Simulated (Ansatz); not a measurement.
# InBRh2: the cost of one run

Computed with Ansatz 0.2.0 (DFT PBE, scalar-relativistic, plane waves, PAW, unless a step's input says otherwise).

2 further runs of the same task are left out: 2 that didn't finish.

## Step 1: The system as given

Symmetry: P-3m1, No. 164, trigonal system. The conventional cell has a = 3.684 Å, b = 3.684 Å, c = 4.468 Å, α = 90.00°, β = 90.00°, γ = 120.00°. In (site symmetry -3m) has 2 B at 2.23 Å and 6 Rh at 2.40 Å as nearest neighbours. B (site symmetry -3m) is surrounded by 2 In at 2.23 Å and 6 Rh at 2.40 Å. Around Rh (site symmetry 3m) lie 3 B at 2.40 Å and 3 In at 2.40 Å.

As a file:

```
In B Rh
1.0
     3.68432    0.00000    0.00000
    -1.84216    3.19071    0.00000
     0.00000    0.00000    4.46831
In B Rh
1 1 2
Direct
  0.00000 0.00000 0.50000
  0.00000 0.00000 0.00000
  0.66667 0.33333 0.75000
  0.33333 0.66667 0.25000
```

This is a trial structure built by rule; it need not be a known or stable form of this composition.

(A quick probe on a coarse mesh, which set the mesh and smearing, is not shown.)

## Step 3: Rough relaxation on the coarse mesh

Contents of input.yaml:

```yaml
crystal:
  lattice:
    - [3.6843174597, 0.0, 0.0]
    - [-1.8421587299, 3.1907125157, 0.0]
    - [0.0, 0.0, 4.4683118747]
  atoms:
    - { symbol: In, position: [0.0, 0.0, 0.5] }
    - { symbol: B, position: [0.0, 0.0, 0.0] }
    - { symbol: Rh, position: [0.6666666667, 0.3333333333, 0.75] }
    - { symbol: Rh, position: [0.3333333333, 0.6666666667, 0.25] }
basis:
  ecutwfc: 420
kpoints:
  mp_grid: { grid: [6, 6, 4] }
hamiltonian:
  xc: pbe
scf:
  occupations: { method: gaussian, width: 0.1 }
output:
  forces: true
  stress: true
  eigenvalues: true
relax:
  adjacent_minimum: "off"
  f_tol: 0.05
  max_steps: 80
  cell: { stress_tol: 0.5 }
```

Command:

```sh
> ansatz run input.yaml --threads 1 --pin off --max-ram 3072MiB --backend cpu --events-out ev --progress --plain --runs-dir out
```

What time and memory should one allow on 1 thread of Intel Xeon Platinum 8259CL at 2.50GHz (Skylake/Cascade Lake), shared host?

About 57 s, with a peak of 0.43 GiB.
